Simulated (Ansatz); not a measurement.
# ZrNb2C3: the cost of one run

Computed with Ansatz 0.2.0 (DFT PBE, scalar-relativistic, plane waves, PAW, unless a step's input says otherwise).

## 1. The system as given

Symmetry: P-6m2, No. 187, hexagonal system. The conventional cell has a = 6.251 Å, b = 6.251 Å, c = 5.573 Å, α = 90.00°, β = 90.00°, γ = 120.00°. Zr (site symmetry -6m2) is surrounded by 3 C at 2.09 Å. Nb (site symmetry 3m) has 3 C at 2.02 Å as nearest neighbours. C (site symmetry mm2) has 2 Nb at 2.02 Å and 1 Zr at 2.09 Å as nearest neighbours.

As a file:

```
Zr Nb C
1.0
     6.25061    0.00000    0.00000
    -3.12531    5.41319    0.00000
     0.00000    0.00000    5.57326
Zr Nb C
1 2 3
Cartesian
  0.0000 3.6088 2.7866
  0.0000 0.0000 4.1260
  0.0000 0.0000 1.4472
  -1.8136 4.6559 2.7866
  0.0000 1.5146 2.7866
  1.8136 4.6559 2.7866
```

It is the end of an earlier relaxation with the same method, from a generated guess; it is a trial structure. At a tolerance of 0.05 Å it has space group P-6m2 (No. 187); it has 31.43 Å³/atom, an uncorrected energy of +1.37 eV/atom over the elements.

## 2. Bands, states and charges

The input, input.yaml:

```yaml
crystal:
  lattice:
    - [6.2506136621, 0.0, 0.0]
    - [-3.1253068311, 5.4131902207, 0.0]
    - [0.0, 0.0, 5.5732551399]
  atoms:
    - { symbol: Zr, position: [0.3333333333, 0.6666666667, 0.5] }
    - { symbol: Nb, position: [0.0, 0.0, 0.740325457] }
    - { symbol: Nb, position: [0.0, 0.0, 0.259674543] }
    - { symbol: C, position: [0.1398994629, 0.8601005371, 0.5] }
    - { symbol: C, position: [0.1398994629, 0.2797989257, 0.5] }
    - { symbol: C, position: [0.7202010743, 0.8601005371, 0.5] }
basis:
  ecutwfc: 420
kpoints:
  mp_grid: { grid: [6, 6, 8] }
  band_path:
    path:
      - [[0.0, 0.0, 0.0], [0.5, 0.0, 0.0], [0.33333333, 0.33333333, 0.0], [0.0, 0.0, 0.0], [0.0, 0.0, 0.5], [0.5, 0.0, 0.5], [0.33333333, 0.33333333, 0.5], [0.0, 0.0, 0.5]]
      - [[0.5, 0.0, 0.5], [0.5, 0.0, 0.0]]
      - [[0.33333333, 0.33333333, 0.5], [0.33333333, 0.33333333, 0.0]]
    npoints: 14
hamiltonian:
  xc: pbe
scf:
  occupations: { method: gaussian, width: 0.1 }
  n_extra_bands: 15
output:
  forces: true
  stress: true
  eigenvalues: true
  populations: true
  dos: { projected: true, de: 0.02, nscf_kmesh: { grid: [8, 8, 10] } }
  bader: true
  write_density: true
  write_potential: true
  elf: true
  volumetric_format: npy
```

The run is started by

```
> ansatz run input.yaml --threads 1 --pin off --max-ram 2560MiB --backend cpu --events-out ev --progress --plain --runs-dir out
```

**Question.** How long does this run take on 1 thread of Intel Xeon at 2.70GHz, shared host, and how much memory does it need?

About 2.8 min, with a peak of 0.82 GiB.
